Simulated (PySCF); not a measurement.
**C8H18O3Si: NMR shifts at several levels of theory**

How much do the NMR shifts of C8H18O3Si (`C=C[Si](OCC)(OCC)OCC`) depend on the level of theory, and what does each level cost?

Programs: PySCF 2.14.0, with density-fitted response routines of our own. Each step states its level of theory. These are calculated values for one molecule in the gas phase, unless marked as measured. Atoms count from 0, in the outputs and in this text.

## 1. Starting geometry

30 atoms, charge 0, multiplicity 1; geometry from: GFN2-xTB.

Bonds of the start (Å): C0–C1 1.32, C1–Si2 1.89, Si2–O3 1.64, O3–C4 1.41, C4–C5 1.52, Si2–O6 1.62, O6–C7 1.41, C7–C8 1.52, Si2–O9 1.62, O9–C10 1.41, C10–C11 1.52, C0–H12 1.08, C0–H13 1.08, C1–H14 1.08, C4–H15 1.10, C4–H16 1.10, C5–H17 1.09, C5–H18 1.09, C5–H19 1.09, C7–H20 1.10, C7–H21 1.10, C8–H22 1.09, C8–H23 1.09, C8–H24 1.09, C10–H25 1.10, C10–H26 1.10, C11–H27 1.09, C11–H28 1.09, C11–H29 1.09.

## 2. Geometry optimisation at PBE0-D3(BJ)/def2-SVP

The job: settings as JSON, then the geometry in Å.

```
{"job": {"xc": "PBE0", "basis": "def2-SVP", "d3": "d3bj", "grid": 1, "kind": "geom"}, "charge": 0, "multiplicity": 1}
C      1.042060    -2.215030    -1.864450
C      0.463320    -1.024910    -1.889040
Si    -0.057180    -0.084410    -0.340260
O      1.029900    -0.241830     0.871800
C      2.396240     0.093190     0.833130
C      3.038570    -0.247750     2.169110
O     -1.466720    -0.562700     0.302500
C     -1.785180    -1.817560     0.852760
C     -3.276500    -1.872550     1.146280
O     -0.232890     1.426910    -0.894090
C     -0.697010     2.565420    -0.210310
C     -0.286230     3.813140    -0.977200
H      1.321610    -2.748390    -2.761190
H      1.267210    -2.714120    -0.934540
H      0.264580    -0.571760    -2.851390
H      2.882740    -0.461890     0.022400
H      2.502580     1.163550     0.618750
H      4.094110     0.009820     2.148800
H      2.551380     0.303620     2.968950
H      2.933650    -1.310830     2.369010
H     -1.206160    -1.964570     1.770810
H     -1.507540    -2.605450     0.142800
H     -3.545200    -1.093930     1.854850
H     -3.537430    -2.841290     1.563580
H     -3.839350    -1.714260     0.230300
H     -1.787830     2.503420    -0.130940
H     -0.283180     2.586920     0.804030
H      0.797550     3.890870    -1.012470
H     -0.691910     4.697330    -0.493310
H     -0.660950     3.757260    -1.995490
```

The program printed:

```text
step   0  E = -829.73689538  max force = 0.022604
step   1  E = -829.74151450  max force = 0.005915
step   2  E = -829.74199496  max force = 0.001876
step   3  E = -829.74222460  max force = 0.003259
step   4  E = -829.74236847  max force = 0.002859
step   5  E = -829.74247326  max force = 0.000686
step   6  E = -829.74257034  max force = 0.001618
step   7  E = -829.74263268  max force = 0.001810
step   8  E = -829.74269135  max force = 0.001429
step   9  E = -829.74269971  max force = 0.000705
step  10  E = -829.74269753  max force = 0.000372
step  11  E = -829.74269640  max force = 0.000384
step  12  E = -829.74269733  max force = 0.000308
step  13  E = -829.74269785  max force = 0.000227
optimisation converged
```

Run time: 9 min. Hardware: 8 threads of Intel Xeon at 2.50GHz (Skylake/Cascade Lake), shared host.

Step by step:

| step | energy from step 0 (eV) | largest force component (eV/Å) |
| --- | --- | --- |
| 0 | 0.0000 | 1.1623 |
| 1 | -0.1257 | 0.3042 |
| 2 | -0.1388 | 0.0965 |
| 3 | -0.1450 | 0.1676 |
| 4 | -0.1489 | 0.1470 |
| 5 | -0.1518 | 0.0353 |
| 6 | -0.1544 | 0.0832 |
| 7 | -0.1561 | 0.0931 |
| 8 | -0.1577 | 0.0735 |
| 9 | -0.1579 | 0.0363 |
| 10 | -0.1579 | 0.0191 |
| 11 | -0.1579 | 0.0197 |
| 12 | -0.1579 | 0.0158 |
| 13 | -0.1579 | 0.0117 |

Close pairs (by a distance rule), those that changed most:

```
  bond  before (Å)  after (Å)  change (Å)
C1–Si2       1.885      1.851      -0.034
Si2–O6       1.621      1.650      +0.029
Si2–O9       1.619      1.646      +0.027
Si2–O3       1.636      1.660      +0.024
C0–H13       1.079      1.096      +0.017
C0–H12       1.080      1.096      +0.016
 C0–C1       1.324      1.339      +0.015
C1–H14       1.082      1.097      +0.015
```

The final coordinates are the input of the step that follows.

| at the end point | value |
| --- | --- |
| point group (found at 0.08 Å tolerance) | C1 |
| rotational constants (GHz, main isotopes) | 0.677, 0.612, 0.468 |
| dipole moment (D) | 1.07 |

## 3. Shielding tensors: PBE0/pcSseg-1

The job: settings as JSON, then the geometry in Å.

```
{"job": {"kind": "nmr", "xc": "PBE0", "basis": "pcSseg-1", "pop": false}, "charge": 0, "multiplicity": 1}
C      1.250526    -2.253786    -1.775325
C      0.451085    -1.190038    -1.923235
Si    -0.061642    -0.139488    -0.487774
O      0.994715    -0.335947     0.777531
C      2.331501     0.107412     0.794017
C      2.976345    -0.291142     2.100246
O     -1.549871    -0.528914     0.109788
C     -1.862047    -1.712354     0.806533
C     -3.329254    -1.710831     1.164914
O     -0.134450     1.422560    -1.003192
C     -0.623576     2.488848    -0.216982
C     -0.258526     3.801992    -0.867144
H      1.532772    -2.897656    -2.615995
H      1.660257    -2.528357    -0.796253
H      0.066903    -0.956720    -2.924135
H      2.892152    -0.324327    -0.056744
H      2.367983     1.205918     0.669480
H      4.020752     0.053104     2.141983
H      2.428854     0.147576     2.947799
H      2.964411    -1.385123     2.218654
H     -1.241435    -1.786435     1.718102
H     -1.623692    -2.595988     0.183370
H     -3.569090    -0.840964     1.794574
H     -3.597725    -2.625255     1.715234
H     -3.947648    -1.654292     0.256673
H     -1.719512     2.398297    -0.112962
H     -0.202606     2.438843     0.805113
H      0.834005     3.901876    -0.952833
H     -0.641423     4.648284    -0.276897
H     -0.685523     3.861127    -1.879360
```

Method: GIAO PBE0/pcSseg-1 NMR shielding, non-relativistic, gas phase.

The program printed:

```text
coarse grid: 24736 points
cycle   1  E = -829.8084495305  dE =  1.284e+00  |g| = 1.093e+00  |ddm| = 4.714e+00
cycle   2  E = -829.5744425268  dE =  2.340e-01  |g| = 1.579e+00  |ddm| = 2.116e+00
cycle   3  E = -830.0298912544  dE = -4.554e-01  |g| = 1.379e-01  |ddm| = 1.404e+00
cycle   4  E = -830.0334962549  dE = -3.605e-03  |g| = 4.902e-02  |ddm| = 1.311e-01
cycle   5  E = -830.0340559824  dE = -5.597e-04  |g| = 1.038e-02  |ddm| = 4.124e-02
cycle   6  E = -830.0340702234  dE = -1.424e-05  |g| = 5.665e-03  |ddm| = 1.070e-02
cycle   7  E = -830.0340765222  dE = -6.299e-06  |g| = 5.481e-04  |ddm| = 4.115e-03
final grid: 231912 points
cycle   8  E = -830.1372855001  dE = -4.710e-05  |g| = 1.605e-02  |ddm| = 3.292e-02
cycle   9  E = -830.1372410418  dE =  4.446e-05  |g| = 2.245e-02  |ddm| = 2.394e-02
cycle  10  E = -830.1373370094  dE = -9.597e-05  |g| = 1.782e-03  |ddm| = 1.456e-02
cycle  11  E = -830.1373376832  dE = -6.738e-07  |g| = 2.102e-04  |ddm| = 1.595e-03
cycle  12  E = -830.1373376911  dE = -7.864e-09  |g| = 9.070e-05  |ddm| = 2.733e-04
cycle  13  E = -830.1373376926  dE = -1.510e-09  |g| = 3.864e-05  |ddm| = 1.118e-04
cycle  14  E = -830.1373376929  dE = -3.013e-10  |g| = 9.123e-06  |ddm| = 3.113e-05
converged SCF energy = -830.1373376929

GIAO shielding tensors (ppm)
atom      isotropic    diamagn.    paramagn.     s11        s22        s33       span
  0 C       37.960     256.901    -218.940    -92.902     41.373    165.410    258.313
  1 C       47.644     267.302    -219.658    -70.179     40.838    172.272    242.451
  2 Si     408.455     888.950    -480.496    400.470    407.757    417.137     16.667
  3 O      279.105     408.505    -129.400    247.414    259.528    330.374     82.961
  4 C      124.307     244.277    -119.971     98.088    108.231    166.601     68.513
  5 C      164.861     247.167     -82.306    147.898    162.724    183.960     36.063
  6 O      269.716     406.021    -136.306    221.409    262.457    325.282    103.873
  7 C      125.155     244.851    -119.697     97.340    111.421    166.704     69.364
  8 C      164.844     246.361     -81.517    147.908    162.411    184.213     36.305
  9 O      272.099     404.062    -131.962    229.522    260.865    325.911     96.389
 10 C      124.722     245.685    -120.963     97.332    110.844    165.989     68.656
 11 C      164.828     246.351     -81.524    147.972    162.463    184.048     36.076
 12 H       24.844      28.993      -4.149     22.015     24.150     28.369      6.355
 13 H       25.161      35.063      -9.901     21.015     24.479     29.990      8.975
 14 H       25.346      33.200      -7.854     23.893     24.459     27.686      3.793
 15 H       27.658      32.812      -5.153     22.515     28.509     31.951      9.437
 16 H       27.559      33.221      -5.661     21.234     29.232     32.212     10.978
 17 H       30.329      26.815       3.514     26.325     27.146     37.515     11.190
 18 H       29.799      30.355      -0.555     25.925     28.486     34.988      9.063
 19 H       29.873      29.887      -0.014     25.963     28.571     35.084      9.122
 20 H       27.498      33.827      -6.329     21.237     29.398     31.858     10.621
 21 H       27.750      32.300      -4.550     22.145     28.989     32.118      9.973
 22 H       29.837      29.918      -0.081     25.869     28.666     34.976      9.107
 23 H       30.376      26.460       3.916     26.301     27.338     37.490     11.189
 24 H       29.939      28.923       1.016     26.059     28.274     35.485      9.426
 25 H       27.336      32.806      -5.469     21.231     28.713     32.064     10.833
 26 H       27.457      34.615      -7.157     21.959     28.683     31.730      9.771
 27 H       29.937      29.761       0.176     25.830     29.042     34.937      9.107
 28 H       30.334      26.729       3.605     26.315     27.264     37.422     11.107
 29 H       29.821      28.618       1.203     25.933     28.050     35.479      9.546
```

Wall time 1.7 min (8 threads of Intel Xeon at 2.50GHz (Skylake/Cascade Lake), shared host).

Shifts follow as δ = σ(reference) − σ, with reference shieldings (ppm) from runs at the same level and on the same kind of geometry: 1H TMS 31.27, 13C TMS 184.4, 29Si TMS 352.0, 17O H2O 334.6. The references are single molecules in the gas phase, so shifts against H2O, NH3, PH3, H3PO4 or CFCl3 are not on the usual liquid scales and can be off by tens of ppm. Atoms listed in one row are averaged.

```
                             atoms                         environment  σ (ppm)  δ (ppm)  δ scaled to CDCl3
                                C0                terminal =CH2 carbon     38.0    146.4              141.7
                                C1                           alkene CH     47.6    136.8              132.3
                       C4, C7, C10                 sp3 CH2 bonded to O    124.7     59.7               57.4
                       C5, C8, C11                       methyl carbon    164.8     19.6               18.5
                               H12  hydrogen on a terminal =CH2 carbon    24.84     6.42               6.30
                               H13  hydrogen on a terminal =CH2 carbon    25.16     6.11               6.00
                               H14            hydrogen on an alkene CH    25.35     5.92               5.83
      H15, H16, H20, H21, H25, H26  hydrogen on an sp3 CH2 bonded to O    27.54     3.72               3.75
H17, H18, H19, H22, H23 and 4 more         hydrogen on a methyl carbon    30.03     1.24               1.39
                               Si2            silicon bonded to C, 3 O    408.5    -56.5                  –
                        O3, O6, O9              oxygen bonded to C, Si    273.6     60.9                  –
```

The scaled column applies a straight-line fit of computed shieldings to shifts measured in CDCl3 (root-mean-square error 0.21 ppm for H, 2.0 ppm for C).

## 4. Shielding tensors: PBE/pcSseg-1

Settings changed since step 3:

```diff
@@ -1,2 +1,2 @@
-{"job": {"kind": "nmr", "xc": "PBE0", "basis": "pcSseg-1", "pop": false}, "charge": 0, "multiplicity": 1}
+{"job": {"kind": "nmr", "xc": "PBE", "basis": "pcSseg-1", "pop": false}, "charge": 0, "multiplicity": 1}
 C      1.250526    -2.253786    -1.775325
```

With the program's defaults for keys left out, this is: GIAO PBE/pcSseg-1 NMR shielding, non-relativistic, gas phase.

The program printed:

```text
coarse grid: 24736 points
cycle   1  E = -829.5571907896  dE =  1.109e+00  |g| = 1.352e+00  |ddm| = 4.818e+00
cycle   2  E = -828.5136313155  dE =  1.044e+00  |g| = 2.630e+00  |ddm| = 3.949e+00
cycle   3  E = -829.8921082039  dE = -1.378e+00  |g| = 3.591e-01  |ddm| = 3.166e+00
cycle   4  E = -829.9191859735  dE = -2.708e-02  |g| = 1.197e-01  |ddm| = 3.869e-01
cycle   5  E = -829.9217042633  dE = -2.518e-03  |g| = 6.154e-02  |ddm| = 1.172e-01
cycle   6  E = -829.9224774320  dE = -7.732e-04  |g| = 2.305e-02  |ddm| = 6.015e-02
cycle   7  E = -829.9226123770  dE = -1.349e-04  |g| = 5.849e-03  |ddm| = 1.916e-02
cycle   8  E = -829.9226188449  dE = -6.468e-06  |g| = 1.842e-03  |ddm| = 5.220e-03
final grid: 231912 points
cycle   9  E = -830.0619828087  dE = -3.562e-06  |g| = 2.832e-02  |ddm| = 4.690e-02
cycle  10  E = -830.0615809064  dE =  4.019e-04  |g| = 5.359e-02  |ddm| = 5.388e-02
cycle  11  E = -830.0621394495  dE = -5.585e-04  |g| = 5.215e-03  |ddm| = 3.857e-02
cycle  12  E = -830.0621456760  dE = -6.226e-06  |g| = 9.322e-04  |ddm| = 5.293e-03
cycle  13  E = -830.0621458090  dE = -1.330e-07  |g| = 5.570e-04  |ddm| = 1.025e-03
cycle  14  E = -830.0621458897  dE = -8.067e-08  |g| = 1.062e-04  |ddm| = 4.805e-04
cycle  15  E = -830.0621458923  dE = -2.645e-09  |g| = 2.221e-05  |ddm| = 1.265e-04
cycle  16  E = -830.0621458924  dE = -1.012e-10  |g| = 1.072e-05  |ddm| = 2.877e-05
converged SCF energy = -830.0621458924

GIAO shielding tensors (ppm)
atom      isotropic    diamagn.    paramagn.     s11        s22        s33       span
  0 C       36.504     256.096    -219.592    -86.152     35.510    160.153    246.305
  1 C       45.045     266.333    -221.288    -65.464     34.901    165.698    231.162
  2 Si     394.268     890.240    -495.971    387.829    392.036    402.940     15.111
  3 O      264.757     407.842    -143.085    233.285    244.697    316.287     83.002
  4 C      117.189     244.863    -127.674     90.187    100.404    160.977     70.791
  5 C      160.266     247.329     -87.064    143.167    157.349    180.281     37.114
  6 O      253.984     405.275    -151.291    204.374    248.014    309.563    105.189
  7 C      118.182     245.311    -127.129     89.476    103.979    161.090     71.615
  8 C      160.278     246.462     -86.184    143.243    157.034    180.557     37.314
  9 O      256.879     403.245    -146.366    214.465    246.201    309.971     95.505
 10 C      117.859     246.142    -128.283     89.793    103.542    160.241     70.449
 11 C      160.210     246.432     -86.223    143.199    157.062    180.368     37.169
 12 H       24.820      28.911      -4.091     22.163     24.282     28.015      5.852
 13 H       25.163      35.171     -10.008     21.128     24.605     29.756      8.628
 14 H       25.331      33.112      -7.781     23.760     24.604     27.628      3.868
 15 H       27.386      32.740      -5.353     22.382     28.130     31.647      9.265
 16 H       27.297      33.270      -5.973     21.069     28.885     31.936     10.867
 17 H       30.217      26.747       3.470     26.410     27.201     37.040     10.629
 18 H       29.776      30.589      -0.813     26.168     28.480     34.680      8.512
 19 H       29.842      30.061      -0.219     26.194     28.566     34.767      8.572
 20 H       27.253      33.922      -6.669     21.085     29.058     31.616     10.531
 21 H       27.486      32.205      -4.719     22.026     28.623     31.809      9.783
 22 H       29.809      30.128      -0.319     26.110     28.657     34.659      8.549
 23 H       30.260      26.385       3.876     26.380     27.388     37.013     10.633
 24 H       29.911      29.032       0.879     26.295     28.261     35.177      8.882
 25 H       27.095      32.751      -5.656     21.072     28.451     31.760     10.688
 26 H       27.170      34.711      -7.541     21.759     28.220     31.533      9.774
 27 H       29.898      29.949      -0.051     26.056     29.022     34.617      8.561
 28 H       30.225      26.684       3.541     26.399     27.329     36.946     10.546
 29 H       29.798      28.698       1.100     26.181     28.058     35.156      8.975
```

Wall time 80 s (8 threads of Intel Xeon at 2.50GHz (Skylake/Cascade Lake), shared host).

Key values: δ C0 143.5, C1 135.0, C4 62.3, C5 19.8, H12 6.38, H13 6.03 ppm (means over like atoms).

## 5. NMR shieldings: wB97X-D/pcSseg-1

Settings changed since step 4:

```diff
@@ -1,2 +1,2 @@
-{"job": {"kind": "nmr", "xc": "PBE", "basis": "pcSseg-1", "pop": false}, "charge": 0, "multiplicity": 1}
+{"job": {"kind": "nmr", "xc": "wB97X-D", "basis": "pcSseg-1", "pop": false}, "charge": 0, "multiplicity": 1}
 C      1.250526    -2.253786    -1.775325
```

Method: GIAO wB97X-D/pcSseg-1 NMR shielding, non-relativistic, gas phase.

The program printed:

```text
coarse grid: 24736 points
cycle   1  E = -830.3752273192  dE =  1.618e+00  |g| = 1.107e+00  |ddm| = 4.650e+00
cycle   2  E = -830.3305159438  dE =  4.471e-02  |g| = 1.273e+00  |ddm| = 1.539e+00
cycle   3  E = -830.5995990189  dE = -2.691e-01  |g| = 7.268e-02  |ddm| = 8.430e-01
cycle   4  E = -830.6006682479  dE = -1.069e-03  |g| = 3.395e-02  |ddm| = 8.156e-02
cycle   5  E = -830.6009446290  dE = -2.764e-04  |g| = 6.757e-03  |ddm| = 3.076e-02
cycle   6  E = -830.6009535168  dE = -8.888e-06  |g| = 3.172e-03  |ddm| = 7.684e-03
cycle   7  E = -830.6009554914  dE = -1.975e-06  |g| = 6.717e-04  |ddm| = 2.535e-03
final grid: 231912 points
cycle   8  E = -830.7083309017  dE = -3.227e-04  |g| = 5.836e-03  |ddm| = 5.065e-02
cycle   9  E = -830.7083365719  dE = -5.670e-06  |g| = 4.612e-03  |ddm| = 1.056e-02
cycle  10  E = -830.7083403826  dE = -3.811e-06  |g| = 1.050e-03  |ddm| = 3.430e-03
cycle  11  E = -830.7083405929  dE = -2.103e-07  |g| = 4.877e-04  |ddm| = 1.333e-03
cycle  12  E = -830.7083406388  dE = -4.588e-08  |g| = 7.475e-05  |ddm| = 4.696e-04
cycle  13  E = -830.7083406405  dE = -1.705e-09  |g| = 3.244e-05  |ddm| = 1.278e-04
cycle  14  E = -830.7083406407  dE = -2.638e-10  |g| = 1.356e-05  |ddm| = 4.547e-05
converged SCF energy = -830.7083406407

GIAO shielding tensors (ppm)
atom      isotropic    diamagn.    paramagn.     s11        s22        s33       span
  0 C       37.202     257.060    -219.858    -96.741     42.823    165.524    262.265
  1 C       47.172     267.844    -220.672    -73.322     41.540    173.299    246.621
  2 Si     408.396     889.229    -480.834    400.004    407.798    417.385     17.381
  3 O      283.291     409.327    -126.036    252.224    263.505    334.145     81.921
  4 C      124.874     244.383    -119.509     98.752    108.803    167.067     68.315
  5 C      164.708     246.793     -82.085    147.763    162.809    183.552     35.789
  6 O      275.010     406.810    -131.800    227.969    266.609    330.453    102.484
  7 C      125.702     244.972    -119.270     98.010    111.881    167.215     69.205
  8 C      164.693     245.999     -81.305    147.752    162.519    183.810     36.059
  9 O      276.857     404.898    -128.041    235.460    264.415    330.695     95.235
 10 C      125.252     245.792    -120.540     97.887    111.288    166.582     68.695
 11 C      164.713     245.973     -81.260    147.880    162.608    183.651     35.772
 12 H       24.985      29.083      -4.098     22.088     24.307     28.559      6.471
 13 H       25.263      35.303     -10.040     21.066     24.597     30.126      9.060
 14 H       25.478      33.333      -7.855     24.021     24.599     27.815      3.794
 15 H       27.822      33.106      -5.284     22.699     28.651     32.115      9.416
 16 H       27.720      33.535      -5.815     21.429     29.377     32.353     10.924
 17 H       30.447      26.782       3.665     26.444     27.260     37.637     11.193
 18 H       29.893      30.466      -0.573     26.004     28.602     35.073      9.070
 19 H       29.967      29.975      -0.009     26.042     28.689     35.169      9.127
 20 H       27.663      34.122      -6.459     21.446     29.533     32.011     10.564
 21 H       27.923      32.570      -4.647     22.343     29.130     32.297      9.953
 22 H       29.933      30.026      -0.092     25.947     28.787     35.065      9.118
 23 H       30.499      26.420       4.078     26.423     27.455     37.619     11.196
 24 H       30.033      28.982       1.050     26.136     28.395     35.567      9.431
 25 H       27.505      33.049      -5.543     21.450     28.841     32.225     10.775
 26 H       27.629      34.962      -7.333     22.164     28.838     31.885      9.721
 27 H       30.037      29.869       0.168     25.917     29.164     35.028      9.111
 28 H       30.455      26.703       3.752     26.437     27.373     37.554     11.117
 29 H       29.914      28.658       1.257     26.008     28.171     35.565      9.557
```

It took 2.1 min on 8 threads of Intel Xeon at 2.50GHz (Skylake/Cascade Lake), shared host.

In short: δ C0 147.3, C1 137.4, C4 59.3, C5 19.8, H12 6.40, H13 6.12 ppm (means over like atoms).

[end of part 1 of 2]
